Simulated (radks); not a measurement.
# Ionisation of Cl¹³⁺: one atom, several choices of relativity

The task here is to estimate one member of a computed series from the others.

Program: radks (a radial shooting solver on a logarithmic mesh, Libxc functionals) version 1. Level of theory: Kohn-Sham, LDA (Slater exchange, Perdew-Wang correlation), spin-unpolarised, spherical densities. These are calculated values, not measurements, unless marked.

2 further runs of the same task are left out: 2 set aside as unsound or not needed.

### The system

```
element       : chlorine (Z = 17)
charge        : +13
electrons     : 4
configuration : [He] 2s2
ion           : Cl¹⁴⁺, [He] 2s1
choices       : non-relativistic; scalar-relativistic; Dirac, 2j+1 shares; scalar-relativistic, finite nucleus; Dirac, 2j+1 shares, finite nucleus; Dirac, c × 3; Dirac, c × 1.25; Dirac, c × 5
```

The outer shells:

Cl¹³⁺
```
[He] core
2s [↑↓]
```

Cl¹⁴⁺
```
[He] core
2s [↑ ]
```

Set-up of the first run:

Settings of this run:

```text
Z 17
configuration [He] 2s2 2p0 3s0
relativity non-relativistic
functional lda,pw
spin unpolarised
nucleus point
```

Among the steps run: non-relativistic: Cl¹³⁺.

One of the session's tables, all rows but one given; the rest of the session is left out.

It belongs to the step «non-relativistic: Cl¹³⁺». Radial moments (bohr):

| level | <r> | outermost maximum (interpolated) | 90 % within | nodes |
| --- | --- | --- | --- | --- |
| 1s | 0.09095 | 0.0599 | 0.162 | 0 |
| 2s | ? | ? | ? | ? |
| 2p | 0.3344 | 0.265 | 0.538 | 0 |
| 3s | 0.9119 | 0.871 | 1.32 | 2 |

Estimate the missing values for 2s.

The run gave: <r>: 0.3880; outermost maximum (interpolated): 0.333; 90 % within: 0.593; nodes: 1. In the column «<r>» it lies between 2p (0.3344) and 3s (0.9119).

To keep in mind: Spin polarisation and multiplet splitting of open shells are left out at every level.
